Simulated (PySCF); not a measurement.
# H12NdO6 (Nd(H2O)63+): the cost of one run

Computed with PySCF 2.14.0. Level: B3LYP, Nd lcecp-1-SVP with ECP49, O def2-SVP, H def2-SVP; scalar-relativistic core potentials, no spin–orbit coupling.

3 further runs of the same task are left out: 2 for a known fault of the program, 1 that didn't finish.

**1. The starting structure**

19 atoms, charge 3, spin multiplicity 1.

Bond lengths: Nd1–O2 2.522 Å, Nd1–O5 2.522 Å, Nd1–O8 2.522 Å, Nd1–O11 2.522 Å, Nd1–O14 2.522 Å, Nd1–O17 2.522 Å, O2–H3 0.970 Å, O2–H4 0.970 Å, O5–H6 0.970 Å, O5–H7 0.970 Å, O8–H9 0.970 Å, O8–H10 0.970 Å, O11–H12 0.970 Å, O11–H13 0.970 Å, O14–H15 0.970 Å, O14–H16 0.970 Å, O17–H18 0.970 Å, O17–H19 0.970 Å. Angles: O2–Nd1–O5 180.0°, O2–Nd1–O8 90.0°, O2–Nd1–O11 90.0°, O2–Nd1–O14 90.0°, O2–Nd1–O17 90.0°, O5–Nd1–O8 90.0°, O5–Nd1–O11 90.0°, O5–Nd1–O14 90.0°, O5–Nd1–O17 90.0°, O8–Nd1–O11 90.0°, O8–Nd1–O14 180.0°, O8–Nd1–O17 90.0°, O11–Nd1–O14 90.0°, O11–Nd1–O17 180.0°, O14–Nd1–O17 90.0°, Nd1–O2–H3 127.5°, Nd1–O2–H4 127.5°, H3–O2–H4 105.1° and more.

As a file:

```
atom    x (Å)    y (Å)    z (Å)
 Nd1   0.0000   0.0000   0.0000
  O2   0.0000   0.0000   2.5225
  H3   0.5445   0.5445   3.1125
  H4  -0.5445  -0.5445   3.1125
  O5   0.0000   0.0000  -2.5225
  H6   0.5445  -0.5445  -3.1125
  H7  -0.5445   0.5445  -3.1125
  O8   2.5225   0.0000   0.0000
  H9   3.1125  -0.5445   0.5445
 H10   3.1125   0.5445  -0.5445
 O11   0.0000   2.5225   0.0000
 H12   0.5445   3.1125   0.5445
 H13  -0.5445   3.1125  -0.5445
 O14  -2.5225   0.0000   0.0000
 H15  -3.1125   0.5445   0.5445
 H16  -3.1125  -0.5445  -0.5445
 O17   0.0000  -2.5225   0.0000
 H18  -0.5445  -3.1125   0.5445
 H19   0.5445  -3.1125  -0.5445
```

Formal oxidation states: Nd +3. Each metal's 3 4f electrons lie in its core potential, so multiplicities, spins and levels count the valence alone.

**2. SCF at the start, singlet**

Input file run.py (the lines that set the calculation):

```python
mol = gto.M(atom='''
Nd     0.00000     0.00000     0.00000
O      0.00000     0.00000     2.52250
H      0.54450     0.54450     3.11250
H     -0.54450    -0.54450     3.11250
O      0.00000     0.00000    -2.52250
H      0.54450    -0.54450    -3.11250
H     -0.54450     0.54450    -3.11250
O      2.52250     0.00000     0.00000
H      3.11250    -0.54450     0.54450
H      3.11250     0.54450    -0.54450
O      0.00000     2.52250     0.00000
H      0.54450     3.11250     0.54450
H     -0.54450     3.11250    -0.54450
O     -2.52250     0.00000     0.00000
H     -3.11250     0.54450     0.54450
H     -3.11250    -0.54450    -0.54450
O      0.00000    -2.52250     0.00000
H     -0.54450    -3.11250     0.54450
H      0.54450    -3.11250    -0.54450''',
    basis={'Nd': 'lcecp-1-SVP', 'O': 'def2-SVP', 'H': 'def2-SVP'},
    ecp={'Nd': 'lcecp-1-SVP'},
    charge=3, spin=0)
mf = dft.RKS(mol, xc='B3LYP')
mf.grids.atom_grid = (50, 194)  # f atoms: unpruned, at least (60, 302)
mf = mf.density_fit()  # fitting sets: Nd AutoAux, O def2-universal-JKFIT, H def2-universal-JKFIT
mf.conv_tol = 1e-08; mf.max_cycle = 55
mf.kernel(dm0)  # dm0: free metal ions and neutral atoms
```

Command:

```sh
$ OMP_NUM_THREADS=4 python run.py
```

What time and memory should one allow on 4 threads of Arm Neoverse V1, shared host?

About 7.5 s, with a peak of 1.2 GiB.
